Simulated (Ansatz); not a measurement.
# YbP: the cost of one run

Program: Ansatz 0.2.0, driven from Python. Level of theory: DFT PBEsol, plane waves, PAW. These are calculated values, not measurements.

### 1 The system

It takes space group Fm-3m (No. 225, cubic). Conventional cell: a = 5.551 Å, b = 5.551 Å, c = 5.551 Å, α = 90.00°, β = 90.00°, γ = 90.00°. Around Yb (site symmetry m-3m) lie 6 P at 2.78 Å. Around P (site symmetry m-3m) lie 6 Yb at 2.78 Å.

No structure file is read: the coordinates are typed or built in the script.

### 2 The script

The input, run_pdos.py:

```python
# -*- coding: utf-8 -*-
from dataclasses import dataclass
import warnings

import ansatz as az
import numpy as np


@dataclass(frozen=True)
class Settings:
    smearing: str = "gaussian"
    k_spacing: float = 0.17
    n_empty: int = 10


settings = Settings()


def main():
    warnings.simplefilter("ignore", az.DeckWarning)

    ybp = (
        az.Lattice.of([0.0, 2.77575, 2.77575], [2.77575, 0.0, 2.77575], [2.77575, 2.77575, 0.0])
        .atom("Yb", [0.5, 0.5, 0.5])
        .atom("P", [0.0, 0.0, 0.0])
    )

    model = (
        ybp.calculation()
        .occupations(settings.smearing)
        .functional(az.Functional.PBESOL)
        .kpoints(spacing=settings.k_spacing)
        .scf(extra_bands=settings.n_empty)
        .density_of_states(projected=True, method="smearing", broadening_width=0.15, energy_step=0.1)
    )
    out = model.run()
    rep = out.report

    dos = out.density_of_states()
    energy = np.asarray(dos.energies_ev) - dos.fermi_ev
    curves = {}
    for site in out.projected_density_of_states().sites:
        for shell in site.shells:
            weight = sum(np.sum(curve.g_bin_mean_per_ev, axis=0) for curve in shell.curves)
            name = f"{site.species} {shell.label}"
            curves[name] = curves.get(name, 0) + weight

    print("E-EF   " + " ".join(f"{name:>8s}" for name in curves))
    for e in np.arange(-8, 4 + 0.1, 1.0):
        print(f"{e:5.1f}  " + " ".join(f"{np.interp(e, energy, g):8.3f}" for g in curves.values()))


if __name__ == "__main__":
    main()
```

### 3 The calls as engine input

The package turns the script's settings into the engine's input:

```yaml
crystal:
  lattice:
    - [0.0, 2.77575, 2.77575]
    - [2.77575, 0.0, 2.77575]
    - [2.77575, 2.77575, 0.0]
  atoms:
    - { symbol: Yb, position: [0.5, 0.5, 0.5] }
    - { symbol: P, position: [0.0, 0.0, 0.0] }
kpoints:
  mp_grid:
    kspacing: 0.17
hamiltonian:
  xc: pbesol
scf:
  n_extra_bands: 10
  occupations:
    method: gaussian
output:
  dos:
    de: 0.1
    method:
      smearing:
        sigma: 0.15
    projected: true
```

### 4 Running it

The run is started by

```sh
$ python run_pdos.py
```

Q: Estimate wall time and peak memory on 1 thread of Arm Neoverse N1, shared host.

About 9.9 s, with a peak of 0.41 GiB.
